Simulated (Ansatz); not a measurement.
# Si2W (I4/mmm): equation of state with a fit

Program: Ansatz 0.2.0 through its Python package. Level of theory: DFT PBE, plane waves, PAW. These are calculated values, not measurements.

**1. The system**

It takes space group I4/mmm (No. 139, tetragonal). Conventional cell: a = 3.214 Å, b = 3.214 Å, c = 7.830 Å, α = 90.00°, β = 90.00°, γ = 90.00°. Around Si (site symmetry 4mm) lie 5 Si at 2.59 to 2.63 Å and 5 W at 2.62 Å. W (site symmetry 4/mmm) has 10 Si at 2.62 Å as nearest neighbours.

No structure file is read: the coordinates are typed or built in the script.

**2. The code**

Contents of run_eos.py:

```python
import warnings

import ansatz
import numpy as np

params = {
    'occupations': 'fermi_dirac',
    'smearing_width': 0.05,
    'functional': 'pbe',
    'ecut': 500,
    'kmesh': (12, 12, 12),
}

VECTORS = np.array([
    [-1.6069, 1.6069, 3.91495],
    [1.6069, -1.6069, 3.91495],
    [1.6069, 1.6069, -3.91495],
])
SITES = [
    ('Si', [0.3347, 0.3347, 0.0]),
    ('Si', [0.6653, 0.6653, 0.0]),
    ('W', [0.0, 0.0, 0.0]),
]


def crystal_on(cell):
    crystal = ansatz.Crystal(lattice=ansatz.Lattice.of(cell))
    for symbol, position in SITES:
        crystal = crystal.atom(symbol, position)
    return crystal

warnings.simplefilter('ignore', ansatz.DeckWarning)

volumes, energies = [], []
for scale in np.linspace(0.95, 1.07, 5):
    cell = VECTORS * scale ** (1 / 3)
    model = (
        crystal_on(cell).calculation()
        .pseudopotentials('paw')
        .occupations(params['occupations'], width=params['smearing_width'])
        .functional(params['functional'])
        .basis(params['ecut'])
        .kpoints(*params['kmesh'])
    )
    rep = model.run().report
    volumes.append(abs(np.linalg.det(cell)) / len(SITES))
    energies.append(rep['free_energy_ev'] / len(SITES))
    print(f'V = {volumes[-1]:8.4f} A^3/atom  F = {energies[-1]:.5f} eV/atom')

x = np.array(volumes) ** (-2 / 3)
poly = np.polynomial.Polynomial.fit(x, energies, 3).convert()
roots = poly.deriv().roots()
x0 = min((r.real for r in roots if abs(r.imag) < 1e-9 and poly.deriv(2)(r.real) > 0), key=lambda r: abs(r - x.mean()))
v0 = x0 ** -1.5
b0 = 4 / 9 * poly.deriv(2)(x0) * v0 ** (-7 / 3) * 160.21766
b1 = 4 + 2 / 3 * x0 * poly.deriv(3)(x0) / poly.deriv(2)(x0)
print(f'V0 = {v0:.4f} A^3/atom, B0 = {b0:.1f} GPa, dB/dP = {b1:.2f}')
```

**3. The input behind the calls**

The package turns the script's settings into the engine's input (first run):

```yaml
crystal:
  lattice:
    - [-1.5796591442366854, 1.5796591442366854, 3.848582093925827]
    - [1.5796591442366854, -1.5796591442366854, 3.848582093925827]
    - [1.5796591442366854, 1.5796591442366854, -3.848582093925827]
  atoms:
    - { symbol: Si, position: [0.3347, 0.3347, 0.0] }
    - { symbol: Si, position: [0.6653, 0.6653, 0.0] }
    - { symbol: W, position: [0.0, 0.0, 0.0] }
basis:
  ecutwfc: 500.0
kpoints:
  mp_grid:
    grid: [12, 12, 12]
hamiltonian:
  xc: pbe
  pseudopotentials:
    kind: paw
scf:
  occupations:
    method: fermi_dirac
    width: 0.05
```

**4. The run**

Launch:

```bash
$ python run_eos.py
```

What time and memory should one allow on 1 thread of Arm Neoverse V2, shared host?

About 24 s, with a peak of 0.49 GiB.
